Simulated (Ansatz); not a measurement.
**CH₅FSiZn: up Jacob's ladder to CCSD(T)**

One table from this session's results is given with a row withheld; the runs are named, their logs left out.

Method: functionals in def2-TZVPP, the program's frozen cores in correlated methods; program: Ansatz 0.2.0, Gaussian basis.

Plan: PBE-D4, r2SCAN-D4, PBE0-D4, B3LYP-D4, ωB97X-V, ωB97M-V, B2PLYP; CCSD(T)/def2-TZVPP; MP2/def2-QZVPP; extrapolation to the limit.

## The relaxed structure

All runs share one geometry, relaxed beforehand with PBE0-D4 in a triple-zeta def2 set.

9 atoms, charge 0, spin multiplicity 1.

Atoms are counted from 1 here; the program's logs count them from 0.

Bond lengths: F1–Zn2 1.752 Å, Zn2–C3 1.915 Å, C3–Si4 1.865 Å, C3–H5 1.095 Å, C3–H6 1.095 Å, Si4–H7 1.489 Å, Si4–H8 1.489 Å, Si4–H9 1.489 Å. Angles: F1–Zn2–C3 179.8°, Zn2–C3–Si4 113.6°, Zn2–C3–H5 107.8°, Zn2–C3–H6 107.8°, Si4–C3–H5 110.0°, Si4–C3–H6 110.0°, H5–C3–H6 107.5°, C3–Si4–H7 110.3°, C3–Si4–H8 112.0°, C3–Si4–H9 110.3°, H7–Si4–H8 108.1°, H7–Si4–H9 107.9°, H8–Si4–H9 108.1°.

Set-up of the first run:

Input file in.yaml:

```yaml
crystal:
  periodic: [false, false, false]
  atoms:
    - {symbol: F, position_ang: [3.354561, -1.348100, -0.226175]}
    - {symbol: Zn, position_ang: [1.900193, -0.370792, -0.240122]}
    - {symbol: C, position_ang: [0.315273, 0.703152, -0.258552]}
    - {symbol: Si, position_ang: [-1.215316, -0.216860, 0.280220]}
    - {symbol: H, position_ang: [0.485477, 1.562871, 0.397196]}
    - {symbol: H, position_ang: [0.183044, 1.086733, -1.275173]}
    - {symbol: H, position_ang: [-1.457943, -1.384447, -0.611129]}
    - {symbol: H, position_ang: [-2.427000, 0.648538, 0.247584]}
    - {symbol: H, position_ang: [-1.049689, -0.727295, 1.668949]}
basis:
  gaussian: {orbitals: def2-TZVPP}
hamiltonian: {xc: pbe, dispersion: d4}
output: {forces: true, orbitals: {seedname: orbitals}}
```

Started as:

```console
$ ansatz run in.yaml --threads 4 --pin off --events-out ev --progress --plain --max-ram 10444MiB
```

Among the steps run: PBE-D4 (GGA); r2SCAN-D4 (meta-GGA); PBE0-D4 (hybrid); B3LYP-D4 (hybrid); ωB97X-V (range-separated); ωB97M-V (range-separated); B2PLYP (double hybrid); CCSD(T) in def2-TZVPP; MP2 in def2-QZVPP.

One of the session's tables, all rows but one given; the rest of the session is left out.

| method | atomisation energy (eV) |
| --- | --- |
| PBE-D4 | 28.980 |
| r2SCAN-D4 | 29.070 |
| PBE0-D4 | 28.678 |
| B3LYP-D4 | 28.654 |
| ωB97X-V | ? |
| ωB97M-V | 28.926 |
| B2PLYP | 28.512 |
| HF/def2-TZVPP | 21.572 |
| MP2/def2-TZVPP | 28.688 |
| CCSD/def2-TZVPP | 27.893 |
| CCSD(T)/def2-TZVPP | 28.240 |
| MP2/CBS | 29.451 |
| CCSD(T)/CBS | 29.002 |

Estimate the missing values for ωB97X-V.

The run gave: atomisation energy (eV): 29.140. In the column «atomisation energy (eV)» it lies between r2SCAN-D4 (29.070) and MP2/CBS (29.451).
